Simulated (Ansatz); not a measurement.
# SiGeCl+ (singlet): wave-function methods side by side, cc-pVDZ

How much of the correlation energy of SiGeCl+ (singlet) does each wave-function method recover here?

Program: Ansatz 0.2.0, Gaussian basis. Level of theory: cc-pVDZ, core rule «outside noble gas», up to 24 orbitals frozen. These are calculated values, not measurements.

The runs, in order: UHF; CCSD(T) on RHF; CCSD(T) on UHF; BCCD(T) on RHF; CISD; CCSDT(Q) on RHF; CCSDT(Q) on UHF.

17 further runs of the same task are left out: 4 that didn't finish, 13 set aside as unsound or not needed.

## (1) The geometry

The geometry is a PBE0/def2-TZVP stationary point (not a proven minimum) of the parent state, kept for this charge and spin. No spin-orbit coupling is included. The filled d shell of Ge may be among the frozen orbitals whatever the setting's name suggests; the logs give the count.

3 atoms, charge 1, spin multiplicity 1.

Atoms are counted from 1 here; the program's logs count them from 0.

Bond lengths: Cl1–Ge2 2.423 Å, Cl1–Si3 2.265 Å, Ge2–Si3 2.365 Å. Angles: Ge2–Cl1–Si3 60.5°, Cl1–Ge2–Si3 56.5°, Cl1–Si3–Ge2 63.0°.

## (2) UHF

Contents of in.yaml:

```yaml
crystal:
  periodic: [false, false, false]
  atoms:
    - {symbol: Cl, position_ang: [0.000000, 0.885306, 1.303423]}
    - {symbol: Ge, position_ang: [0.000000, 0.087359, -0.983890]}
    - {symbol: Si, position_ang: [0.000000, -1.343486, 0.899379]}
basis:
  gaussian: {orbitals: cc-pVDZ}
total_charge: 1
magnetization: {spin_polarized: true, initial_magnetization: 0}
hamiltonian: {xc: hf}
output: {orbitals: {seedname: orbitals}}
```

Launch:

```sh
$ ansatz run in.yaml --threads 1 --pin off --events-out ev --progress --plain --max-ram 2393MiB
```

The runs that follow: CCSD(T) on RHF; CCSD(T) on UHF; BCCD(T) on RHF; CISD; CCSDT(Q) on RHF; CCSDT(Q) on UHF.

Before running them: what should the planned runs give, taken together? Wanted: RCCSDT(Q) below the RHF energy; RMP2 from RCCSDT(Q); UMP2 from RCCSDT(Q); RCCSD from RCCSDT(Q); RCCSD(T) from RCCSDT(Q); UCCSD(T) from RCCSDT(Q); UCCSDT(Q) from RCCSDT(Q); T1 diagnostic.

As calculated:

```
                         quantity                      value
   RCCSDT(Q) below the RHF energy                 -8.6009 eV
              RMP2 from RCCSDT(Q)                +1439.3 meV
              UMP2 from RCCSDT(Q)                +1589.3 meV
             RCCSD from RCCSDT(Q)                 +380.5 meV
          RCCSD(T) from RCCSDT(Q)                  +66.7 meV
          UCCSD(T) from RCCSDT(Q)                  +82.4 meV
         UCCSDT(Q) from RCCSDT(Q)                   +1.8 meV
levels within 1 kcal/mol (43 meV)  RCCSDT, UCCSDT, UCCSDT(Q)
                    T1 diagnostic                      0.021
```

What this shows: RCCSD(T) misses by +66.7 meV, 0.8 % of the correlation energy. These misses are within one basis, not against nature.
